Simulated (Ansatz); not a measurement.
From input file to script: Rb2YInF6, space group Fm-3m in Ansatz 0.2.0.

```yaml
crystal:
  lattice:
    - [0.0, 4.818814, 4.818814]
    - [4.818814, 0.0, 4.818814]
    - [4.818814, 4.818814, 0.0]
  atoms:
    - { symbol: Rb, position: [0.75, 0.75, 0.75] }
    - { symbol: Rb, position: [0.25, 0.25, 0.25] }
    - { symbol: "Y", position: [0.0, 0.0, 0.0] }
    - { symbol: In, position: [0.5, 0.5, 0.5] }
    - { symbol: F, position: [0.772807, 0.227193, 0.227193] }
    - { symbol: F, position: [0.227193, 0.227193, 0.772807] }
    - { symbol: F, position: [0.227193, 0.772807, 0.772807] }
    - { symbol: F, position: [0.227193, 0.772807, 0.227193] }
    - { symbol: F, position: [0.772807, 0.227193, 0.772807] }
    - { symbol: F, position: [0.772807, 0.772807, 0.227193] }
basis:
  ecutwfc: 470.0
kpoints:
  mp_grid: { grid: [3, 3, 3] }
hamiltonian:
  xc: pbesol
  pseudopotentials: { kind: paw }
scf:
  occupations: { method: fermi_dirac, width: 0.02 }
relax:
  cell: {}
```

The program run on that file:
```console
$ ansatz run input.yaml --threads 1 --pin off --max-ram 3072MiB --backend cpu --events-out ev --progress --plain --runs-dir out
Engine: ansatz 0.2.0, aarch64-unknown-linux-gnu
Pseudopotentials: kind: paw
Pseudopotential: Rb, paw, valence charge 9, recommended cutoff 420 eV (normal), Rb.paw.azcp
Pseudopotential: Y, paw, valence charge 11, recommended cutoff 420 eV (normal), Y.paw.azcp
Pseudopotential: In, paw, valence charge 13, recommended cutoff 420 eV (normal), In.paw.azcp
Pseudopotential: F, paw, valence charge 7, recommended cutoff 420 eV (normal), F.paw.azcp
Functional definition: PBEsol
  exchange = pbesol_x
  correlation = pbesol_c
Crystal: 10 atoms, lattice volume = 223.795 Å³
Basis set: ecut = 470 eV, 5065 PW (Γ), exchange–correlation on 100×100×100 points (8 copies of the dense FFT grid, shifted against one another)
Bands: 52, of which v1, the nominal top of the filled ones, is band 42 counted from 1 (41 counted from 0)
Symmetry: 48 space group operations
Space group: Fm-3m (ITA 225), of the structure as read, at distance tolerance 6.1e-5 Å
k-points: 4 of 27
Non-local potential: Rb, projectors of the file, l = 0: 3, l = 1: 2, l = 2: 2
Non-local potential: Y, projectors of the file, l = 0: 3, l = 1: 2, l = 2: 2, l = 3: 1
Non-local potential: In, projectors of the file, l = 0: 2, l = 1: 2, l = 2: 2, l = 3: 2
Non-local potential: F, projectors of the file, l = 0: 2, l = 1: 2, l = 2: 1
PAW form: soft (Blöchl's): semilocal exchange-correlation on the pseudo side does not see the compensation charge
PAW frozen core: Rb, regenerated for the run's functional, and the local potential with it (the file was generated under x = pbe(κ = 0.804, μ = 0.2195149727645171), c = pbe(β = 0.06672455060314922))
PAW frozen core: Y, regenerated for the run's functional, and the local potential with it (the file was generated under x = pbe(κ = 0.804, μ = 0.2195149727645171), c = pbe(β = 0.06672455060314922))
PAW frozen core: In, regenerated for the run's functional, and the local potential with it (the file was generated under x = pbe(κ = 0.804, μ = 0.2195149727645171), c = pbe(β = 0.06672455060314922))
PAW frozen core: F, regenerated for the run's functional, and the local potential with it (the file was generated under x = pbe(κ = 0.804, μ = 0.2195149727645171), c = pbe(β = 0.06672455060314922))
PAW one-centre angular grid: Rb, 110 points (default); XC on 64 Gauss nodes
PAW one-centre angular grid: Y, 590 points (default); XC on 64 Gauss nodes
PAW one-centre angular grid: In, 590 points (default); XC on 64 Gauss nodes
PAW one-centre angular grid: F, 110 points (default); XC on 64 Gauss nodes
Initial density: superposition of atomic densities (neutral atoms: chi_scale 0, normalization atom), corrected by the library's trained network
Initial wavefunctions: pseudopotential atomic-orbital guess
Functional: x = pbesol(κ = 0.804, μ = 0.12345679012345678), c = pbesol(β = 0.046)
SCF iter   1: F=—  HF=-20570.445532 eV  |F-HF|=—  |Δ(HF+E_count)|=         —  Δρ=1.05e-2  dr2=1.74e-1  ethr=1.77e-3  ⟨swp⟩=7.8  Hψ=837  notcnv=0
preconditioner: auto → Resta (q_TF=auto, 2.317 Å⁻¹)  ε∞=3.1  [insulator: Δε(μ)=3.740 eV  Ē_g=15.267 eV  σ=0.020 eV  W_gap=1.00  n_scr=58 (ndim 8)  ℏωp=21.9 eV  f_vac=0.140  D(μ)=0.00/eV (n_scr^D=0)  ε∞_Penn≈3.1]
SCF iter   2: F=—  HF=-20570.406017 eV  |F-HF|=—  |Δ(HF+E_count)|=   3.95e-2  Δρ=3.32e-3  dr2=1.25e-2  ethr=2.07e-4  ⟨swp⟩=2.8  Hψ=424  notcnv=0  defer=9
SCF iter   3: F=—  HF=-20570.403584 eV  |F-HF|=—  |Δ(HF+E_count)|=   2.43e-3  Δρ=8.70e-4  dr2=1.91e-3  ethr=1.49e-5  ⟨swp⟩=2.0  Hψ=368  notcnv=0  defer=10
SCF iter   4: F=—  HF=-20570.403986 eV  |F-HF|=—  |Δ(HF+E_count)|=   4.02e-4  Δρ=2.04e-4  dr2=1.08e-4  ethr=2.28e-6  ⟨swp⟩=2.0  Hψ=298  notcnv=0  defer=10
SCF iter   5: F=—  HF=-20570.404076 eV  |F-HF|=—  |Δ(HF+E_count)|=   8.93e-5  Δρ=5.24e-5  dr2=6.56e-6  ethr=1.28e-7  ⟨swp⟩=2.0  Hψ=318  notcnv=0  defer=10
SCF iter   6: F=—  HF=-20570.403867 eV  |F-HF|=—  |Δ(HF+E_count)|=   2.09e-4  Δρ=1.08e-5  dr2=2.48e-7  ethr=7.80e-9  ⟨swp⟩=2.0  Hψ=318  notcnv=0  defer=10
SCF iter   7: F=-20570.403867 eV  HF=-20570.403867 eV  |F-HF|=1.69e-8  |Δ(HF+E_count)|=   5.33e-7  Δρ=1.98e-6  dr2=8.35e-9  ethr=1.19e-10  ⟨swp⟩=5.0  Hψ=741  notcnv=0
SCF 1 converged in 7 iterations: F = -20570.403867 eV  dr2 = 8.35e-9
  greatest PAW one-centre occupation: 0.993 electrons in one spin orbital (limit 2), on the Y atom at site 2 (counted from 0), in its partial waves of l = 0
relax step   1: F+E_penalty+E_count = -20570.40386707 eV  Δ(F+E_penalty+E_count) = +0.000e0 eV  max|allowed force component| = 2.696e-1 eV/Å  Δτ_max = 0.0000 Å  P = -2.336 GPa  Ω = 223.795 Å³  (7 SCF iters, dr2 threshold 1.00e-7 eV, accepted)
Crystal: 10 atoms, lattice volume = 210.053 Å³
Basis set: ecut = 470 eV, 4909 PW (Γ), exchange–correlation on 100×100×100 points (8 copies of the dense FFT grid, shifted against one another)
Initial density: handed on by an earlier stage of this run
Initial wavefunctions: those handed on with the density
iter 1 solved again at ethr=9.41e-5 eV; its pass at ethr=3.10e-3 eV (dr2=7.90e-2 eV) is discarded
SCF iter   1: F=—  HF=-20570.532507 eV  |F-HF|=—  |Δ(HF+E_count)|=         —  Δρ=5.47e-3  dr2=8.06e-2  ethr=9.41e-5  ⟨swp⟩=2.8  Hψ=943  notcnv=0
preconditioner: auto → Resta (q_TF=auto, 2.342 Å⁻¹)  ε∞=3.1  [insulator: Δε(μ)=3.640 eV  Ē_g=15.551 eV  σ=0.020 eV  W_gap=1.00  n_scr=58 (ndim 8)  ℏωp=22.6 eV  f_vac=0.096  D(μ)=0.00/eV (n_scr^D=0)  ε∞_Penn≈3.1]
SCF iter   2: F=—  HF=-20570.508575 eV  |F-HF|=—  |Δ(HF+E_count)|=   2.39e-2  Δρ=3.08e-3  dr2=1.10e-2  ethr=9.41e-5  ⟨swp⟩=3.0  Hψ=352  notcnv=0
SCF iter   3: F=—  HF=-20570.505273 eV  |F-HF|=—  |Δ(HF+E_count)|=   3.30e-3  Δρ=1.02e-3  dr2=2.95e-3  ethr=1.31e-5  ⟨swp⟩=2.0  Hψ=318  notcnv=0
SCF iter   4: F=—  HF=-20570.504295 eV  |F-HF|=—  |Δ(HF+E_count)|=   9.77e-4  Δρ=2.45e-4  dr2=1.39e-4  ethr=3.51e-6  ⟨swp⟩=2.0  Hψ=377  notcnv=0
SCF iter   5: F=—  HF=-20570.504158 eV  |F-HF|=—  |Δ(HF+E_count)|=   1.38e-4  Δρ=4.82e-5  dr2=4.98e-6  ethr=1.65e-7  ⟨swp⟩=2.0  Hψ=308  notcnv=0
SCF iter   6: F=-20570.504165 eV  HF=-20570.504164 eV  |F-HF|=1.01e-6  |Δ(HF+E_count)|=   6.43e-6  Δρ=1.41e-5  dr2=5.01e-7  ethr=1.19e-9  ⟨swp⟩=4.8  Hψ=729  notcnv=0
SCF 2 converged in 6 iterations: F = -20570.504165 eV  dr2 = 5.01e-7
relax step   2: F+E_penalty+E_count = -20570.50416516 eV  Δ(F+E_penalty+E_count) = -1.003e-1 eV  max|allowed force component| = 1.469e-2 eV/Å  Δτ_max = 0.0087 Å  P = +0.009 GPa  Ω = 210.053 Å³  energy of the carried Pulay correction = +1.427e-3 eV  (6 SCF iters, dr2 threshold 1.00e-6 eV, accepted)
Crystal: 10 atoms, lattice volume = 209.840 Å³
iter 1 solved again at ethr=7.78e-8 eV; its pass at ethr=3.10e-3 eV (dr2=6.54e-5 eV) is discarded
SCF iter   1: F=—  HF=-20570.504432 eV  |F-HF|=—  |Δ(HF+E_count)|=         —  Δρ=2.59e-4  dr2=7.39e-5  ethr=7.78e-8  ⟨swp⟩=2.0  Hψ=786  notcnv=0
preconditioner: auto → Resta (q_TF=auto, 2.342 Å⁻¹)  ε∞=3.1  [insulator: Δε(μ)=3.643 eV  Ē_g=15.606 eV  σ=0.020 eV  W_gap=1.00  n_scr=58 (ndim 8)  ℏωp=22.6 eV  f_vac=0.101  D(μ)=0.00/eV (n_scr^D=0)  ε∞_Penn≈3.1]
SCF iter   2: F=—  HF=-20570.504399 eV  |F-HF|=—  |Δ(HF+E_count)|=   3.23e-5  Δρ=1.19e-4  dr2=1.20e-5  ethr=7.78e-8  ⟨swp⟩=2.0  Hψ=284  notcnv=0
SCF iter   3: F=—  HF=-20570.504217 eV  |F-HF|=—  |Δ(HF+E_count)|=   1.83e-4  Δρ=4.76e-5  dr2=2.29e-6  ethr=1.43e-8  ⟨swp⟩=2.0  Hψ=350  notcnv=0
SCF iter   4: F=—  HF=-20570.504216 eV  |F-HF|=—  |Δ(HF+E_count)|=   2.90e-7  Δρ=1.27e-5  dr2=1.66e-7  ethr=2.73e-9  ⟨swp⟩=2.0  Hψ=284  notcnv=0
SCF iter   5: F=-20570.504216 eV  HF=-20570.504216 eV  |F-HF|=5.65e-9  |Δ(HF+E_count)|=   6.97e-8  Δρ=1.70e-6  dr2=5.33e-9  ethr=1.61e-11  ⟨swp⟩=3.0  Hψ=864  notcnv=0
SCF 3 converged in 5 iterations: F = -20570.504216 eV  dr2 = 5.33e-9
relax step   3: F+E_penalty+E_count = -20570.50421639 eV  Δ(F+E_penalty+E_count) = -5.123e-5 eV  max|allowed force component| = 8.913e-3 eV/Å  Δτ_max = 0.0019 Å  P = -0.003 GPa  Ω = 209.840 Å³  energy of the carried Pulay correction = +1.450e-3 eV  (5 SCF iters, dr2 threshold 1.35e-8 eV, accepted)
Basis set: ecut = 470 eV, 4909 PW (Γ), exchange–correlation on 96×96×96 points (8 copies of the dense FFT grid, shifted against one another)
Initial wavefunctions: pseudopotential atomic-orbital guess (no wavefunctions were taken with the density)
iter 1 solved again at ethr=1.91e-7 eV; its pass at ethr=3.10e-3 eV (dr2=1.61e-4 eV) is discarded
SCF iter   1: F=—  HF=-20570.503656 eV  |F-HF|=—  |Δ(HF+E_count)|=         —  Δρ=4.47e-5  dr2=4.94e-7  ethr=1.91e-7  ⟨swp⟩=4.0  Hψ=1424  notcnv=0
preconditioner: auto → Resta (q_TF=auto, 2.342 Å⁻¹)  ε∞=3.1  [insulator: Δε(μ)=3.645 eV  Ē_g=15.607 eV  σ=0.020 eV  W_gap=1.00  n_scr=58 (ndim 8)  ℏωp=22.6 eV  f_vac=0.100  D(μ)=0.00/eV (n_scr^D=0)  ε∞_Penn≈3.1]
SCF iter   2: F=—  HF=-20570.503504 eV  |F-HF|=—  |Δ(HF+E_count)|=   1.52e-4  Δρ=2.15e-5  dr2=1.79e-7  ethr=5.88e-10  ⟨swp⟩=3.0  Hψ=414  notcnv=0
SCF iter   3: F=—  HF=-20570.503504 eV  |F-HF|=—  |Δ(HF+E_count)|=   3.40e-7  Δρ=8.36e-6  dr2=3.56e-8  ethr=2.13e-10  ⟨swp⟩=2.0  Hψ=284  notcnv=0
SCF iter   4: F=—  HF=-20570.503504 eV  |F-HF|=—  |Δ(HF+E_count)|=   2.15e-8  Δρ=5.13e-7  dr2=2.43e-10  ethr=4.24e-11  ⟨swp⟩=2.0  Hψ=364  notcnv=0
SCF iter   5: F=-20570.503504 eV  HF=-20570.503504 eV  |F-HF|=1.42e-10  |Δ(HF+E_count)|=  4.07e-10  Δρ=1.64e-7  dr2=4.39e-11  ethr=1.00e-12  ⟨swp⟩=4.8  Hψ=735  notcnv=0
SCF 4 converged in 5 iterations: F = -20570.503504 eV  dr2 = 4.39e-11
relax step   4: F+E_penalty+E_count = -20570.50350413 eV  Δ(F+E_penalty+E_count) = +7.123e-4 eV  max|allowed force component| = 8.953e-3 eV/Å  Δτ_max = 0.0000 Å  P = -0.017 GPa  Ω = 209.840 Å³  stress off target by 1.72e-2 GPa  SCF on the basis re-selected at this cell (its energy is not comparable with the rows above)  (5 SCF iters)
basis re-selected at this cell: Δ(F+E_penalty+E_count) = +7.123e-4 eV, ΔP = -0.014 GPa vs the last step (what re-selecting the basis moved, of the pressure what is left beyond the Pulay correction that the steps carried, after the strain that the cell walked since its last selection, with what the two solves' SCF thresholds leave and, on support functions, any second-order correction that the steps lacked; it is no measure of the basis error at this ecutwfc). The dense FFT grid was sized anew with the basis: this SCF ran on 48×48×48 points, the steps before it on 50×50×50, so part of this shift can come from that change (see relax.cell in the input reference). This SCF's stress stands 1.72e-2 GPa from its target on what of the cell is left free (relax.cell.stress_tol is 5.00e-2 GPa) and its largest allowed force component is 8.95e-3 eV/Å (relax.f_tol is 1.00e-2 eV/Å): within both
SCF converged after 5 iterations
Free energy (F): -20570.503504 eV
Harris-Foulkes:  -20570.503504 eV  (|F-HF|=1.42e-10)
Internal energy: -20570.503504 eV  (E = F + TS)
E sigma→0 (E₀):  -20570.503504 eV
Fermi energy:    6.233509 eV
--- Per-component energies (eV) ---
  E_band       = -605.713004
  E_kinetic    = 2166.484559
  E_local      = -7282.125843  (includes V_loc(G=0)·N_el)
  E_nonlocal   = 1210.695194
  E_hartree    = 2649.842696
  E_xc         = -1119.041332
  E_vxc        = -1182.779343  (∫ρ·V_xc dr)
  E_paw        = -13151.081207  (= ΣΔE_a)
  E_vpaw       = -817.682493  (= ΣTr[D̂ρ^β])
  E_aug_tail   = 0.009613  (compensation charges beyond the density's cutoff)
  E_ewald      = -5046.173855
  E_core_change = 0.886673  (= ΣΔE_core)
  E_smearing   = -0.000000  (= −TS)
  E_closure    = 0.000000  (closes the sum)
  Σ components = -20570.503504   (vs F -20570.503504, Δ=0.00e0)
--- Forces (eV/Å), atoms counted from 1 ---
  atom   1  Rb     0.00000000    -0.00000000    -0.00000000
  atom   2  Rb     0.00000000     0.00000000    -0.00000000
  atom   3  Y     -0.00000000     0.00000000    -0.00000000
  atom   4  In     0.00000000     0.00000000     0.00000000
  atom   5  F     -0.00895273     0.00000000     0.00000000
  atom   6  F     -0.00000000    -0.00000000    -0.00895273
  atom   7  F      0.00895273    -0.00000000    -0.00000000
  atom   8  F      0.00000000    -0.00895273    -0.00000000
  atom   9  F     -0.00000000     0.00895273     0.00000000
  atom  10  F      0.00000000     0.00000000     0.00895273
  max |Σ_I F_I| component: 1.59e-17 eV/Å
--- Stress (GPa, compression-positive) ---
       -0.017182      -0.000000      -0.000000
       -0.000000      -0.017182      -0.000000
       -0.000000      -0.000000      -0.017182
  P = ⅓ Tr σ = -0.0172 GPa (-0.172 kbar)
--- Relaxed structure (3 steps of the walk, 3 accepted, 1 SCFs on fresh bases) ---
  F+E_penalty+E_count = -20570.50350413 eV   max|allowed force component| = 8.953e-3 eV/Å   (the final SCF, on the basis selected at the relaxed cell)
  cell:  # Å, volume = 209.8400 Å³
    - [-1.552496166272875e-35, 4.7164952354797105, 4.7164952354797105]
    - [4.7164952354797105, -6.886713763210446e-35, 4.7164952354797105]
    - [4.7164952354797105, 4.7164952354797105, 3.980759400699681e-36]
  atoms:
    - { symbol: Rb, position: [0.7499999999999999, 0.7499999999999999, 0.7499999999999999] }
    - { symbol: Rb, position: [0.24999999999999997, 0.24999999999999997, 0.24999999999999997] }
    - { symbol: Y, position: [1.799948572383991e-20, -1.799948572383997e-20, 1.7999485723840047e-20] }
    - { symbol: In, position: [0.49999999999999994, 0.49999999999999994, 0.49999999999999994] }
    - { symbol: F, position: [0.771706136990661, 0.2282938630093388, 0.2282938630093388] }
    - { symbol: F, position: [0.22829386300933882, 0.22829386300933882, 0.771706136990661] }
    - { symbol: F, position: [0.22829386300933885, 0.771706136990661, 0.771706136990661] }
    - { symbol: F, position: [0.2282938630093388, 0.771706136990661, 0.2282938630093388] }
    - { symbol: F, position: [0.771706136990661, 0.22829386300933885, 0.771706136990661] }
    - { symbol: F, position: [0.771706136990661, 0.771706136990661, 0.22829386300933885] }
```

`run_vcrelax.py`
```python
"""Variable-cell relaxation of Rb2YInF6."""

from dataclasses import dataclass
import warnings

import ansatz as az
from ase import Atoms
from ase.io import write
import numpy as np


@dataclass(frozen=True)
class RunConfig:
    ecut: int = 470
    kgrid: tuple[int, ...] = (3, 3, 3)
    xc: str = "PBEsol"
    occupations: str = "fermi_dirac"
    width_ev: float = 0.02


settings = RunConfig()

def edges_and_angles(cell):
    cell = np.asarray(cell)
    a, b, c = np.linalg.norm(cell, axis=1)
    cosines = cell[1] @ cell[2] / (b * c), cell[0] @ cell[2] / (a * c), cell[0] @ cell[1] / (a * b)
    return (a, b, c, *np.degrees(np.arccos(cosines)))

warnings.simplefilter("ignore", az.DeckWarning)

atoms = Atoms(
    ["Rb", "Rb", "Y", "In", "F", "F", "F", "F", "F", "F"],
    scaled_positions=[
        [0.75, 0.75, 0.75],
        [0.25, 0.25, 0.25],
        [0.0, 0.0, 0.0],
        [0.5, 0.5, 0.5],
        [0.772807, 0.227193, 0.227193],
        [0.227193, 0.227193, 0.772807],
        [0.227193, 0.772807, 0.772807],
        [0.227193, 0.772807, 0.227193],
        [0.772807, 0.227193, 0.772807],
        [0.772807, 0.772807, 0.227193],
    ],
    cell=[
        [0.0, 4.818814, 4.818814],
        [4.818814, 0.0, 4.818814],
        [4.818814, 4.818814, 0.0],
    ],
    pbc=True,
)
rb2yinf6 = az.Crystal.from_ase(atoms)

# every cell quantity that the symmetry leaves free
base = (
    rb2yinf6.calculation()
    .basis(settings.ecut)
    .kpoints(*settings.kgrid)
    .pseudopotentials("paw")
    .functional(settings.xc)
    .occupations(settings.occupations, width=settings.width_ev)
    .relax(cell=True)
)
steps = []


def collect(event):
    if event["event"] == "relax_step":
        steps.append(event["data"])


done = base.session().plan().execute(on_event=collect)
report = done.report
for s in steps:
    flag = "" if s["accepted"] else "  (rejected)"
    print("step %2d  E = %.5f eV  largest force component = %.4f eV/A%s" % (s["step"], s["lagrangian_ev"], s["allowed_force_max_ev_ang"], flag))

first, last = steps[0], steps[-1]
symbols = [site.symbol for site in done.lattice.sites]
print(f"energy gained {first['lagrangian_ev'] - last['lagrangian_ev']:.4f} eV in {len(steps) - 1} steps")
for label, vectors in (("before", first["cell_ang"]), ("after", done.lattice.cell_ang)):
    print(label, "a b c (A) {:.4f} {:.4f} {:.4f}  angles {:.2f} {:.2f} {:.2f}".format(*edges_and_angles(vectors)), f" V = {abs(np.linalg.det(vectors)):.3f} A^3")
print("final stress xx yy zz (GPa, compression positive):", np.round(np.diag(report["stress_gpa"]), 3) + 0.0)

print("relaxed fractional positions")
for site in done.lattice.sites:
    print(f"  {site.symbol:2s}", " ".join(f"{v % 1:8.5f}" for v in np.round(site.position_frac, 5)))

relaxed = Atoms(symbols, positions=[site.position_ang for site in done.lattice.sites], cell=done.lattice.cell_ang, pbc=True)
write("relaxed.cif", relaxed, format="cif")

print("%-22s %14.5f eV" % ("F = E - TS", report["free_energy_ev"]))
print("%-22s %14.5f eV" % ("E", report["internal_energy_ev"]))
print("%-22s %14.5f eV" % ("Harris-Foulkes", report["harris_foulkes_ev"]))
print("%-22s %14.5f eV" % ("Fermi level", report["fermi_energy_ev"]))
```

Output of `python run_vcrelax.py`:
```text
step  1  E = -20570.40387 eV  largest force component = 0.2696 eV/A
step  2  E = -20570.50417 eV  largest force component = 0.0147 eV/A
step  3  E = -20570.50422 eV  largest force component = 0.0089 eV/A
step  4  E = -20570.50350 eV  largest force component = 0.0090 eV/A
energy gained 0.0996 eV in 3 steps
before a b c (A) 6.8148 6.8148 6.8148  angles 60.00 60.00 60.00  V = 223.795 A^3
after a b c (A) 6.6701 6.6701 6.6701  angles 60.00 60.00 60.00  V = 209.840 A^3
final stress xx yy zz (GPa, compression positive): [-0.017 -0.017 -0.017]
relaxed fractional positions
  Rb  0.75000  0.75000  0.75000
  Rb  0.25000  0.25000  0.25000
  Y   0.00000  0.00000  0.00000
  In  0.50000  0.50000  0.50000
  F   0.77171  0.22829  0.22829
  F   0.22829  0.22829  0.77171
  F   0.22829  0.77171  0.77171
  F   0.22829  0.77171  0.22829
  F   0.77171  0.22829  0.77171
  F   0.77171  0.77171  0.22829
F = E - TS               -20570.50350 eV
E                        -20570.50350 eV
Harris-Foulkes           -20570.50350 eV
Fermi level                   6.23351 eV
```

Absolute energies stand on the zero of these potentials, so only differences at equal settings mean something. A total without «per atom» is that of the cell as typed. Spin is left out of this run. The zero of the levels is a convention of the potentials, so an absolute Fermi energy is no work function. Energies along a relaxation are free energies. Rows at an unchanged volume are solved on a plane-wave basis chosen afresh for that cell, so the energy jumps there and such rows are no steps of the walk. Edges and angles are those of the cell as typed, here a primitive one, not of the conventional cell. In a crystal with a gap the Fermi level's place inside it depends on smearing and mesh. The structure comes from a database of computed cells and needn't be a stable or known phase. Timing: 14 s on 1 thread of Arm Neoverse V1 (shared host), peak memory 0.64 GiB.

(Lines on the test bed's own set-up are left out of the output.)
